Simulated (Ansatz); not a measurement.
**Co3W: shifting one sublattice**

Aim: for Co3W, measure how stiffly every W atom is held.

Program: Ansatz 0.2.0. Level of theory: DFT PBEsol, scalar-relativistic, plane waves, PAW. These are calculated values, not measurements.

2 further runs of the same task are left out: 2 set aside as unsound or not needed.

### Step 1. The structure to begin with

It takes space group Pm-3m (No. 221, cubic). The conventional cell has a = 3.551 Å, b = 3.551 Å, c = 3.551 Å, α = 90.00°, β = 90.00°, γ = 90.00°. Co (site symmetry 4/mmm) has 8 Co at 2.51 Å and 4 W at 2.51 Å as nearest neighbours. W (site symmetry m-3m) is surrounded by 12 Co at 2.51 Å.

Coordinates:

```
CELL_PARAMETERS angstrom
3.55056 0.00000 0.00000
0.00000 3.55056 0.00000
0.00000 0.00000 3.55056
ATOMIC_POSITIONS crystal
Co 0.50000 0.50000 0.00000
Co 0.50000 0.00000 0.50000
Co 0.00000 0.50000 0.50000
W 0.00000 0.00000 0.00000
```

It goes back to an entry of the Materials Project, which need not be the stable form.

It is the result of an earlier relaxation at this level (volume 11.19 Å³/atom; gap on the mesh: none (metal), site moments up to 0.2 μB).

### Step 2. The reference cell

Reference values: F = -25535.9441 eV; pressure -0.14 GPa; largest force 0.000 eV/Å; gap on the mesh none (metal). It was computed beforehand with the settings of the runs below.

### Step 3. Next: shifting one sublattice

Every W atom is moved by x along the Cartesian unit vector (1.000, 0.000, 0.000); the cell and all other atoms stay fixed. Forces below are components along that vector, summed over the moved atoms.

### Step 4. Point x = -0.300 Å

The input, input.yaml:

```yaml
crystal:
  lattice:
    - [3.5505645536, 0.0, 0.0]
    - [0.0, 3.5505645536, 0.0]
    - [0.0, 0.0, 3.5505645536]
  atoms:
    - { symbol: Co, position: [0.5, 0.5, 0.0], spin: -0.25 }
    - { symbol: Co, position: [0.5, 0.0, 0.5], spin: -0.25 }
    - { symbol: Co, position: [0.0, 0.5, 0.5], spin: -0.25 }
    - { symbol: W, position: [-0.0844936053, 0.0, 0.0] }
basis:
  ecutwfc: 420
kpoints:
  mp_grid: { grid: [14, 14, 14] }
hamiltonian:
  xc: pbesol
scf:
  occupations: { method: gaussian, width: 0.15 }
output:
  forces: true
  stress: true
  eigenvalues: true
  populations: true
magnetization:
  spin_polarized: true
```

The run is started by

```
ansatz run input.yaml --threads 1 --pin off --max-ram 2560MiB --backend cpu --events-out ev --progress --plain --runs-dir out
```

Standard output, cut to the lines that bear on the results:

```text
Warning: RAYON_NUM_THREADS=1 ignored (pool sized by the plan → 1); use --threads N
[...]
Pseudopotentials: kind: paw
Pseudopotential: Co, paw, valence charge 17, recommended cutoff 420 eV (normal), Co.paw.azcp
Pseudopotential: W, paw, valence charge 14, recommended cutoff 420 eV (normal), W.paw.azcp
Functional definition: PBEsol
[...]
Crystal: 4 atoms, lattice volume = 44.760 Å³
Basis set: ecut = 420 eV, 895 PW (Γ), exchange–correlation on 48×48×48 points (8 copies of the dense FFT grid, shifted against one another)
Bands: 40, of which v1, the nominal top of the filled ones, is band 33 counted from 1 (32 counted from 0)
Symmetry: 8 space group operations
Space group: P4mm (ITA 99), of the structure as read, at distance tolerance 3.6e-5 Å
Magnetic group: BNS 99.163 (UNI 823), of the structure as read, at distance tolerance 3.6e-5 Å
k-points: 288 of 2744 (time reversal used)
[...]
Starting moments: Σ|m| = 0.75 μB on 3 of 4 sites
[...]
SCF iter   1: F=—  HF=-25534.434448 eV  |F-HF|=—  |Δ(HF+E_count)|=         —  Δρ=9.59e-2 (↑6.01e-2 ↓9.59e-2)  dr2=6.19e0  dr2_m=1.72e-1  M=-0.161 μB ∫|m|=0.236 μB  β_m=0.30  ethr=3.10e-3  ⟨swp⟩=4.8  Hψ=70885  notcnv=0
[...]
spin=Collinear: Kerker preconditioning applied to the charge; magnetization (m = ρ↑ − ρ↓) channel mixes plain (no charge-response kernel on spin).
[...]
SCF iter  17: F=-25535.480398 eV  HF=-25535.480398 eV  |F-HF|=5.17e-10  |Δ(HF+E_count)|=  1.20e-10  Δρ=6.23e-7 (↑6.23e-7 ↓5.82e-7)  dr2=5.63e-10  dr2_m=4.73e-13  M=-0.376 μB ∫|m|=0.565 μB  ethr=4.77e-12  ⟨swp⟩=7.4  Hψ=66810  notcnv=0
[...]
SCF converged after 17 iterations
Magnetization: -0.3759 μB (32.3120 up, 32.6880 down)
Absolute magnetization: 0.5651 μB (∫|ρ↑−ρ↓|, with the PAW one-centre terms)
Spin contamination: 0.0058 ħ² per cell (⟨S²⟩ above its minimum at these occupations)
Per-site moments (μB) at R_I (Å): [(-0.14666624044876259, 0.9521591023763037), (-0.14666624044876217, 0.9521591023763037), (-0.17401617488498247, 1.0356341625675982), (0.03862250941930388, 0.9521591023763037)]
Free energy (F): -25535.480398 eV
[...]
E sigma→0 (E₀):  -25535.460876 eV
Entropy (-TS):   -0.039043 eV (-9.761 meV/atom)
Fermi energy:    21.686537 eV
[...]
--- Forces (eV/Å), atoms counted from 1 ---
  atom   1  Co    -1.54990845     0.00000000     0.00000000
  atom   2  Co    -1.54990845     0.00000000     0.00000000
  atom   3  Co    -0.36643655     0.00000000     0.00000000
  atom   4  W      3.46626164    -0.00000000     0.00000000
[...]
--- Stress (GPa, compression-positive) ---
        8.618821      -0.000000       0.000000
       -0.000000       7.458931       0.000000
        0.000000       0.000000       7.458931
  P = ⅓ Tr σ = 7.8456 GPa (78.456 kbar)
--- Band table (eV; the first three rows and the last of 576) ---
[...]
--- Löwdin populations: 4 sites ---
  site symbol       q [e]    m [muB]
     0     Co     16.7698    -0.1462
     1     Co     16.7698    -0.1462
     2     Co     16.7764    -0.1751
     3      W     13.9499     0.0714
  spilling = 0.011293 (of n_electrons = 65.000000)
```

It took 1.8 min on 1 thread of Intel Xeon 6975P-C (Granite Rapids), shared host; peak memory 1 GiB.

By site:

```
atom  moment in the atom's sphere (μB)  Löwdin electrons
 Co1                             -0.15             16.77
 Co2                             -0.15             16.77
 Co3                             -0.17             16.78
  W4                              0.04             13.95
```

The Löwdin counts miss 0.73 of the 65 electrons, which the atomic orbitals do not span, so they are no charges.

### Step 5. At x = 0.225 Å

input.yaml, as its differences from that of step 4:

```diff
@@ -9,3 +9,3 @@
     - { symbol: Co, position: [0.0, 0.5, 0.5], spin: -0.25 }
-    - { symbol: W, position: [-0.0844936053, 0.0, 0.0] }
+    - { symbol: W, position: [0.063370204, 0.0, 0.0] }
 basis:
```

The run is started by

```
ansatz run input.yaml --threads 1 --pin off --max-ram 2560MiB --backend cpu --events-out ev --progress --plain --runs-dir out
```

Standard output, cut to the lines that bear on the results:

```text
Warning: RAYON_NUM_THREADS=1 ignored (pool sized by the plan → 1); use --threads N
[...]
[... 4 set-up lines as earlier in the session ...]
[...]
Crystal: 4 atoms, lattice volume = 44.760 Å³
Basis set: ecut = 420 eV, 895 PW (Γ), exchange–correlation on 48×48×48 points (8 copies of the dense FFT grid, shifted against one another)
Bands: 40, of which v1, the nominal top of the filled ones, is band 33 counted from 1 (32 counted from 0)
[... 2 set-up lines as earlier in the session ...]
Magnetic group: BNS 99.163 (UNI 823), of the structure as read, at distance tolerance 3.6e-5 Å
k-points: 288 of 2744 (time reversal used)
[...]
Free energy (F): -25535.697587 eV
[...]
E sigma→0 (E₀):  -25535.677914 eV
Entropy (-TS):   -0.039346 eV (-9.836 meV/atom)
Fermi energy:    21.700987 eV
[...]
--- Forces (eV/Å), atoms counted from 1 ---
  atom   1  Co     1.04805139    -0.00000000     0.00000000
  atom   2  Co     1.04805139    -0.00000000     0.00000000
  atom   3  Co     0.26437422    -0.00000000     0.00000000
  atom   4  W     -2.36050914     0.00000000     0.00000000
[...]
--- Stress (GPa, compression-positive) ---
        4.945039      -0.000000       0.000000
       -0.000000       4.033310       0.000000
        0.000000       0.000000       4.033310
  P = ⅓ Tr σ = 4.3372 GPa (43.372 kbar)
--- Band table (eV; the first three rows and the last of 576) ---
[...]
--- Löwdin populations: 4 sites ---
  site symbol       q [e]    m [muB]
     0     Co     16.7669    -0.1467
     1     Co     16.7669    -0.1467
     2     Co     16.7711    -0.1641
     3      W     13.9497     0.0704
  spilling = 0.011469 (of n_electrons = 65.000000)
```

It took 1.8 min on 1 thread of Intel Xeon 6975P-C (Granite Rapids), shared host; peak memory 1 GiB.

### Step 6. x = -0.150 Å

input.yaml, as its differences from that of step 5:

```diff
@@ -9,3 +9,3 @@
     - { symbol: Co, position: [0.0, 0.5, 0.5], spin: -0.25 }
-    - { symbol: W, position: [0.063370204, 0.0, 0.0] }
+    - { symbol: W, position: [-0.0422468027, 0.0, 0.0] }
 basis:
@@ -23,2 +23,6 @@
   populations: true
+  write_density: true
+  write_potential: true
+  elf: true
+  volumetric_format: npy
 magnetization:
```

The run is started by

```
ansatz run input.yaml --threads 1 --pin off --max-ram 2560MiB --backend cpu --events-out ev --progress --plain --runs-dir out
```

Standard output, cut to the lines that bear on the results:

```text
Warning: RAYON_NUM_THREADS=1 ignored (pool sized by the plan → 1); use --threads N
[...]
[... 4 set-up lines as earlier in the session ...]
[...]
Crystal: 4 atoms, lattice volume = 44.760 Å³
Basis set: ecut = 420 eV, 895 PW (Γ), exchange–correlation on 48×48×48 points (8 copies of the dense FFT grid, shifted against one another)
Bands: 40, of which v1, the nominal top of the filled ones, is band 33 counted from 1 (32 counted from 0)
[... 2 set-up lines as earlier in the session ...]
Magnetic group: BNS 99.163 (UNI 823), of the structure as read, at distance tolerance 3.6e-5 Å
k-points: 288 of 2744 (time reversal used)
[...]
Free energy (F): -25535.839351 eV
[...]
E sigma→0 (E₀):  -25535.819358 eV
Entropy (-TS):   -0.039987 eV (-9.997 meV/atom)
Fermi energy:    21.711482 eV
[...]
--- Forces (eV/Å), atoms counted from 1 ---
  atom   1  Co    -0.63942526     0.00000000     0.00000000
  atom   2  Co    -0.63942526     0.00000000     0.00000000
  atom   3  Co    -0.17020043     0.00000000     0.00000000
  atom   4  W      1.44906002    -0.00000000     0.00000000
[...]
--- Stress (GPa, compression-positive) ---
        2.170566      -0.000000       0.000000
       -0.000000       1.683306       0.000000
        0.000000       0.000000       1.683306
  P = ⅓ Tr σ = 1.8457 GPa (18.457 kbar)
--- Band table (eV; the first three rows and the last of 576) ---
[...]
--- Löwdin populations: 4 sites ---
  site symbol       q [e]    m [muB]
     0     Co     16.7649    -0.1395
     1     Co     16.7649    -0.1395
     2     Co     16.7669    -0.1473
     3      W     13.9496     0.0656
  spilling = 0.011595 (of n_electrons = 65.000000)
```

Wall time 1.8 min (1 thread of Intel Xeon 6975P-C (Granite Rapids), shared host); peak memory 1 GiB.

Per atom:

```
atom  moment in the atom's sphere (μB)  Löwdin electrons
 Co1                             -0.14             16.76
 Co2                             -0.14             16.76
 Co3                             -0.15             16.77
  W4                              0.04             13.95
```

The Löwdin counts miss 0.75 of the 65 electrons, which the atomic orbitals do not span, so they are no charges.

Density in a lattice plane of the grid's cell (edges 3.55 and 3.55 Å, at 0.000 of the third edge), which holds Co and W.

Ten even steps from ' ' (0.24 e/Å³) to '@' (56.78 e/Å³):
```
                                                
                                                
                                                
                                                
                                                
                                                
                        ..                      
                    ..::--::..                  
                  ..--++##++--..                
                  ..==##@@##==..                
                  ..--++##++--..                
                    ..::--::..                  
                        ..                      
                                                
                                                
                                                
                                                
                                                
                                                
                                                
```
Columns run along the first of these edges and rows up along the second, over one cell in 24 and 20 even steps from the bottom left corner. Atoms in the plane (fractional): Co at (0.50, 0.50), W at (0.96, 0.00).

ELF in the same plane.

Ten even steps from '0' (0.01) to '9' (0.98):
```
246653112233332113566421
567642112333332212467654
666532222222233222356666
554322222222222232234555
332222222111122222222333
111222221222222222222211
122222212344544322223221
222322122468876422223322
333321123689998632122333
333321124799999742122333
333321123689998632122333
222322122468876422223322
122222212344544322223221
111222221222222222222211
332222222111122222222333
554322222222222232234555
666532222222233222356666
567642112333332212467654
246653112233332113566421
035653112233332113566310
```
Columns run along the first of these edges and rows up along the second, over one cell in 24 and 20 even steps from the bottom left corner. Atoms in the plane (fractional): Co at (0.50, 0.50), W at (0.96, 0.00).

Both are smooth fields of the valence electrons: close to the nuclei they are not physical.

Spin density (up less down) in a lattice plane of the grid's cell (edges 3.55 and 3.55 Å, at 0.000 of the third edge), which holds Co and W.

Ten even steps from '0' (-0.63 e/Å³) to '9' (0.01 e/Å³):
```
999999999999999999999999
999999999999999999999999
999999999999999999999999
999999999999999999999999
999999999999999999999999
999999999999999999999999
999999999999999999999999
999999999988788999999999
999999999975357999999999
999999999852025899999999
999999999975357999999999
999999999988788999999999
999999999999999999999999
999999999999999999999999
999999999999999999999999
999999999999999999999999
999999999999999999999999
999999999999999999999999
999999999999999999999999
999999999999999999999999
```
Columns run along the first of these edges and rows up along the second, over one cell in 24 and 20 even steps from the bottom left corner. Atoms in the plane (fractional): Co at (0.50, 0.50), W at (0.96, 0.00).

### Step 7. All points together

The scan, with free energies counted from the undisturbed cell:

```
 x (Å)  ΔE (meV/cell)  force on the moved atoms (eV/Å)  pressure (GPa)  moment (μB/cell)
-0.300          463.7                            3.466             7.8             -0.38
-0.150          104.7                            1.449             1.8             -0.34
 0.000            0.0                            0.000            -0.1             -0.31
 0.225          246.5                           -2.361             4.3             -0.37
```

### Step 8. Results

```
                                                        quantity       value
force constant along x, from the points at -0.150, 0 and 0.225 Å  9.99 eV/Å²
```

In words: The restoring force grows by 9.99 eV/Å per Å near the site; for the mass of W against a rigid frame that is a vibration of about 122 cm⁻¹. The step of 0.23 Å is wide, so anharmonic terms mix in. No sampled point lies below the undisturbed cell. Spin-orbit coupling is left out for W.
